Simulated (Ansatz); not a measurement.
# Sn2Ge: the cost of one run

Method: DFT PBE, scalar-relativistic, plane waves, PAW, unless a step names another level, in Ansatz 0.2.0.

## 1. The structure to begin with

The structure is trigonal, space group P-3m1 (No. 164). Conventional cell: a = 4.498 Å, b = 4.498 Å, c = 11.058 Å, α = 90.00°, β = 90.00°, γ = 120.00°. Around Sn (site symmetry 3m) lie 3 Ge at 2.74 Å and 1 Sn at 2.87 Å. Around Sn (site symmetry 3m) lie 4 Sn at 2.81 to 2.87 Å. Around Ge (site symmetry 3m) lie 1 Ge at 2.51 Å and 3 Sn at 2.74 Å.

Structure file:

```cif
data_structure
_symmetry_space_group_name_H-M 'P-3m1'
_symmetry_Int_Tables_number 164
_cell_length_a 4.4980
_cell_length_b 4.4980
_cell_length_c 11.0583
_cell_angle_alpha 90.000
_cell_angle_beta 90.000
_cell_angle_gamma 120.000
_cell_volume 193.75
loop_
_atom_site_label
_atom_site_type_symbol
_atom_site_symmetry_multiplicity
_atom_site_Wyckoff_symbol
_atom_site_fract_x
_atom_site_fract_y
_atom_site_fract_z
_atom_site_occupancy
Sn1 Sn 2 d 0.33333 0.66667 0.80890 1
Sn2 Sn 2 d 0.33333 0.66667 0.54893 1
Ge1 Ge 2 c 0.00000 0.00000 0.88670 1
```

It came out lowest among 19 distinct ends of the trial cells. At a tolerance of 0.05 Å it has space group P-3m1 (No. 164).

## 2. Tight relaxation for the response runs, on the response runs' mesh and smearing

Contents of input.yaml:

```yaml
crystal:
  lattice:
    - [4.4979755647, 0.0, 0.0]
    - [-2.2489877824, 3.8953611047, 0.0]
    - [0.0, 0.0, 11.0582846443]
  atoms:
    - { symbol: Sn, position: [0.3333333333, 0.6666666667, 0.8089017327] }
    - { symbol: Sn, position: [0.6666666667, 0.3333333333, 0.1910982673] }
    - { symbol: Sn, position: [0.3333333333, 0.6666666667, 0.5489270103] }
    - { symbol: Sn, position: [0.6666666667, 0.3333333333, 0.4510729897] }
    - { symbol: Ge, position: [0.0, 0.0, 0.8866967678] }
    - { symbol: Ge, position: [0.0, 0.0, 0.1133032322] }
basis:
  ecutwfc: 420
kpoints:
  mp_grid: { grid: [12, 12, 4] }
hamiltonian:
  xc: pbe
scf:
  occupations: { method: gaussian, width: 0.1 }
output:
  forces: true
  stress: true
  eigenvalues: true
relax:
  adjacent_minimum: "off"
  f_tol: 0.001
  max_steps: 60
  cell: { stress_tol: 0.01 }
```

On the command line:

```
> ansatz run input.yaml --threads 3 --pin off --max-ram 7680MiB --backend cpu --events-out ev --progress --plain --runs-dir out
```

What time and memory should one allow on 3 threads of Intel Xeon at 2.70GHz, shared host?

About 56 s, with a peak of 0.89 GiB.
